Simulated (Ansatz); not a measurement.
Born–Oppenheimer molecular dynamics of a periodic cell of 18 atoms, NaCrH$_{8}$N$_{2}$F$_{6}$ (host NaCrH8N2F6, host structure Fm-3m). It starts from an unrelaxed structure (largest force component 1.04 eV/Å).

Computed with DFT LDA, scalar-relativistic, plane waves, PAW (Ansatz). Settings: cutoff 420 eV, k mesh 2x2x2, fermi-dirac smearing 0.05 eV, spin collinear.

```
ensemble                      : NVE (velocity Verlet)
time step                     : 0.5 fs
steps asked                   : 200
starting velocities drawn for : 1400 K
seed                          : 503164
```

First frame:

```xyz
18
Lattice="0.0000 4.3613 4.3613 4.3613 0.0000 4.3613 4.3613 4.3613 0.0000" Properties=species:S:1:pos:R:3
Na 4.361 4.361 4.361
Cr 0.000 0.000 0.000
H 2.779 2.779 1.582
H 2.779 1.582 2.779
H 1.582 2.779 2.779
H 1.582 1.582 1.582
H 7.141 7.141 7.141
H 5.943 5.943 7.141
H 7.141 5.943 5.943
H 5.943 7.141 5.943
N 2.181 2.181 2.181
N 6.542 6.542 6.542
F 4.361 6.755 4.361
F 6.755 4.361 4.361
F 4.361 4.361 6.755
F 4.361 4.361 1.967
F 4.361 1.967 4.361
F 1.967 4.361 4.361
```

**Question.** What does the run give?

**Answer.** The run went to its last step.

```json
{
  "steps done": "200",
  "time covered": "100 fs",
  "mean temperature over the second half": "782 K",
  "spread of the potential energy over the second half": "10.5 meV per atom",
  "mean potential energy of the second half above the start": "75.7 meV per atom"
}
```

The conserved energy stayed within 0.5 meV per atom of its start (net change 0.28 meV per atom), so the integration is sound. The temperature averaged 0.56 of the 1400 K drawn at the start: a run that starts near a minimum puts about half its kinetic energy into the potential. A run of 0.1 ps of so small a system gives no equilibrium averages. No Hubbard correction was used and the magnetic state wasn't searched. Limits of this set-up: coarse k mesh.

**Question.** What happens to the structure?

**Answer.** Mean squared displacements from the first frame to the last, about the centre of mass: Na 0.10 Å², Cr 0.01 Å², H 1.64 Å², N 0.07 Å², F 0.29 Å². Another seed would give other details.

**Question.** How do temperature and energy run in time?

**Answer.** 
```json
{"time (fs)": "0.0", "T (K)": "1400", "potential energy less start (eV)": "0.000", "conserved less start (meV/atom)": "0.00"}
{"time (fs)": "5.0", "T (K)": "1021", "potential energy less start (eV)": "0.839", "conserved less start (meV/atom)": "0.31"}
{"time (fs)": "10.0", "T (K)": "1296", "potential energy less start (eV)": "0.231", "conserved less start (meV/atom)": "0.07"}
{"time (fs)": "15.0", "T (K)": "1077", "potential energy less start (eV)": "0.716", "conserved less start (meV/atom)": "0.32"}
{"time (fs)": "20.0", "T (K)": "984", "potential energy less start (eV)": "0.920", "conserved less start (meV/atom)": "0.33"}
{"time (fs)": "25.0", "T (K)": "901", "potential energy less start (eV)": "1.103", "conserved less start (meV/atom)": "0.35"}
{"time (fs)": "30.0", "T (K)": "665", "potential energy less start (eV)": "1.622", "conserved less start (meV/atom)": "0.41"}
{"time (fs)": "35.0", "T (K)": "621", "potential energy less start (eV)": "1.719", "conserved less start (meV/atom)": "0.36"}
{"time (fs)": "40.0", "T (K)": "642", "potential energy less start (eV)": "1.672", "conserved less start (meV/atom)": "0.30"}
{"time (fs)": "45.0", "T (K)": "552", "potential energy less start (eV)": "1.871", "conserved less start (meV/atom)": "0.37"}
{"time (fs)": "50.0", "T (K)": "758", "potential energy less start (eV)": "1.416", "conserved less start (meV/atom)": "0.32"}
{"time (fs)": "55.0", "T (K)": "602", "potential energy less start (eV)": "1.761", "conserved less start (meV/atom)": "0.40"}
{"time (fs)": "60.0", "T (K)": "706", "potential energy less start (eV)": "1.532", "conserved less start (meV/atom)": "0.35"}
{"time (fs)": "65.0", "T (K)": "796", "potential energy less start (eV)": "1.333", "conserved less start (meV/atom)": "0.26"}
{"time (fs)": "70.0", "T (K)": "707", "potential energy less start (eV)": "1.529", "conserved less start (meV/atom)": "0.31"}
{"time (fs)": "75.0", "T (K)": "909", "potential energy less start (eV)": "1.083", "conserved less start (meV/atom)": "0.19"}
{"time (fs)": "80.0", "T (K)": "791", "potential energy less start (eV)": "1.343", "conserved less start (meV/atom)": "0.28"}
{"time (fs)": "85.0", "T (K)": "913", "potential energy less start (eV)": "1.072", "conserved less start (meV/atom)": "0.17"}
{"time (fs)": "90.0", "T (K)": "835", "potential energy less start (eV)": "1.246", "conserved less start (meV/atom)": "0.25"}
{"time (fs)": "95.0", "T (K)": "837", "potential energy less start (eV)": "1.241", "conserved less start (meV/atom)": "0.24"}
{"time (fs)": "100.0", "T (K)": "857", "potential energy less start (eV)": "1.199", "conserved less start (meV/atom)": "0.28"}
```

Time of the run: 15 min on 1 thread of AMD EPYC 7B13 (Zen 3) (shared host), peak memory 0.57 GiB.
